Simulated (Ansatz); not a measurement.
Write the native input for Ansatz 0.2.0 that does the following.

```
Task                                : band structure
Functional                          : r2SCANh
Potentials or basis                 : Ansatz PAW
Cutoff                              : 500 eV (not typed: the program's choice for these potentials)
k mesh                              : 5 × 5 × 5
Occupations                         : fermi-dirac, width 0.05 eV
Spin                                : no spin polarisation
Path                                : [["G", "X", "M", "G", "R", "X"], ["M", "R"]]
Points for each segment of the path : 4
```

GaF:

```
Ga F
1.0
     3.16592    0.00000    0.00000
     0.00000    3.16592    0.00000
     0.00000    0.00000    3.16592
Ga F
1 1
Cartesian
  0.0000 0.0000 0.0000
  1.5830 1.5830 1.5830
```

The cell was built by a generator and needn't be a form met in nature.

One way to write it, as run:

input.yaml

```yaml
crystal:
  lattice:
    - [3.16592, 0.0, 0.0]
    - [0.0, 3.16592, 0.0]
    - [0.0, 0.0, 3.16592]
  atoms:
    - { symbol: Ga, position: [0.0, 0.0, 0.0] }
    - { symbol: F, position: [0.5, 0.5, 0.5] }
hamiltonian:
  xc: r2scanh
  pseudopotentials: { kind: paw }
kpoints:
  mp_grid: { grid: [5, 5, 5] }
  band_path:
    path:
      - [[0.0, 0.0, 0.0], [0.0, 0.5, 0.0], [0.5, 0.5, 0.0], [0.0, 0.0, 0.0], [0.5, 0.5, 0.5], [0.0, 0.5, 0.0]]
      - [[0.5, 0.5, 0.0], [0.5, 0.5, 0.5]]
    npoints: 4
scf:
  occupations: { method: fermi_dirac, width: 0.05 }
  n_extra_bands: 6
output:
  forces: true
  stress: true
  eigenvalues: true
  fatbands: false
```

Potentials or basis: Ansatz PAW.

The run is started by

```sh
$ ansatz run input.yaml --threads 2 --pin off --max-ram 5632MiB --backend cpu --events-out ev --progress --plain --runs-dir out
```

It gave:

- Pressure: -2.0 GPa
- Band gap along the path: 0.84 eV, indirect (least direct gap 2.00 eV)

Caveat: the PAW data sets come from PBE, with cores solved anew for the run's functional, which leaves a small shift of forces and pressure; the thresholds are loose for stress.

Run time: 2.5 min on 2 threads of Intel(R) Xeon(R) Processor @ 2.70GHz (shared host), peak memory 1.1 GiB.
